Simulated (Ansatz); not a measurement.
**ClFH3InOSi: a ladder of functionals and wavefunction methods**

One table from this session's results is given with a row withheld; the runs are named, their logs left out.

Program: Ansatz 0.2.0, Gaussian basis. Level of theory: functionals in def2-TZVPP, the program's frozen cores in correlated methods. These are calculated values, not measurements.

Levels to be run: LDA (SPW92), PBE-D4, revPBE-D4, BLYP-D4, r2SCAN-D4, B97M-V, PBE0-D4, B3LYP-D4, r2SCANh-D4, r2SCAN0-D4, HSE06-D4, BHLYP-D4, CAM-B3LYP-D4, LC-ωPBE, ωB97X-V, ωB97M-V, B2PLYP, PBE-QIDH; CCSD(T)/def2-SVP; CCSD(T)/def2-TZVPP; MP2/def2-QZVPP; extrapolation to the limit; RPA on PBE.

### Structure used throughout

An earlier PBE0-D4 in a triple-zeta def2 set relaxation fixed the geometry. In takes the def2 core potential; no spin-orbit term is included.

SMILES `[F][In]([Cl])[O][SiH3]`, 8 atoms, charge 0, spin multiplicity 1.

Atoms are counted from 1 here; the program's logs count them from 0.

Bond lengths: F1–In2 1.932 Å, In2–Cl3 2.279 Å, In2–O4 1.947 Å, O4–Si5 1.641 Å, Si5–H6 1.489 Å, Si5–H7 1.488 Å, Si5–H8 1.485 Å. Angles: F1–In2–Cl3 119.9°, F1–In2–O4 116.1°, Cl3–In2–O4 124.0°, In2–O4–Si5 136.1°, O4–Si5–H6 111.0°, O4–Si5–H7 111.0°, O4–Si5–H8 107.8°, H6–Si5–H7 108.4°, H6–Si5–H8 109.3°, H7–Si5–H8 109.3°.

Geometry (Å):

```
atom     x (Å)     y (Å)     z (Å)
  F1   0.00057  -2.08301   1.78650
 In2   1.20660  -1.24680   0.52924
 Cl3   3.32698  -2.04591   0.28280
  O4   0.49210   0.26574  -0.46614
 Si5  -0.93037   1.08262  -0.51533
  H6  -1.27633   1.63367   0.82364
  H7  -2.03986   0.19462  -0.95805
  H8  -0.77970   2.19908  -1.48265
```

The first run:

The input, in.yaml:

```yaml
crystal:
  periodic: [false, false, false]
  atoms:
    - {symbol: F, position_ang: [0.000575, -2.083008, 1.786498]}
    - {symbol: In, position_ang: [1.206599, -1.246801, 0.529235]}
    - {symbol: Cl, position_ang: [3.326977, -2.045913, 0.282801]}
    - {symbol: O, position_ang: [0.492104, 0.265744, -0.466142]}
    - {symbol: Si, position_ang: [-0.930367, 1.082617, -0.515333]}
    - {symbol: H, position_ang: [-1.276327, 1.633672, 0.823637]}
    - {symbol: H, position_ang: [-2.039864, 0.194616, -0.958047]}
    - {symbol: H, position_ang: [-0.779697, 2.199082, -1.482649]}
basis:
  gaussian: {orbitals: def2-TZVPP}
hamiltonian: {xc: lda}
output: {orbitals: {seedname: orbitals}}
```

Among the steps run: LDA; PBE-D4 (GGA); revPBE-D4 (GGA); BLYP-D4 (GGA); r2SCAN-D4 (meta-GGA); B97M-V (meta-GGA); PBE0-D4 (hybrid); B3LYP-D4 (hybrid); r2SCANh-D4 (hybrid); r2SCAN0-D4 (hybrid); HSE06-D4 (hybrid); BHLYP-D4 (hybrid); CAM-B3LYP-D4 (range-separated); LC-ωPBE (range-separated); ωB97X-V (range-separated); ωB97M-V (range-separated); B2PLYP (double hybrid); PBE-QIDH (double hybrid).

One of the session's tables, all rows but one given; the rest of the session is left out.

It belongs to the step «Orbital energies across the functionals». 

```
  functional  HOMO (eV)  LUMO (eV)  gap (eV)
 LDA (SPW92)      -7.58      -4.13      3.45
      PBE-D4      -7.46      -3.78      3.68
   revPBE-D4      -7.41      -3.64      3.77
     BLYP-D4      -7.38      -3.75      3.63
   r2SCAN-D4      -7.82      -3.57      4.25
      B97M-V          ?          ?         ?
     PBE0-D4      -8.89      -2.86      6.03
    B3LYP-D4      -8.69      -3.20      5.49
  r2SCANh-D4      -8.35      -3.24      5.11
  r2SCAN0-D4      -9.14      -2.74      6.40
    HSE06-D4      -8.49      -3.24      5.25
    BHLYP-D4     -10.28      -1.99      8.29
CAM-B3LYP-D4     -10.34      -1.91      8.43
     LC-ωPBE     -11.69      -0.53     11.16
     ωB97X-V     -11.35      -0.74     10.61
     ωB97M-V     -11.19      -0.90     10.30
```

Q: Estimate the row for B97M-V from the others.

**Answer.** HOMO (eV): -7.90; LUMO (eV): -3.69; gap (eV): 4.21. In the column «HOMO (eV)» it lies between r2SCANh-D4 (-8.35) and r2SCAN-D4 (-7.82).
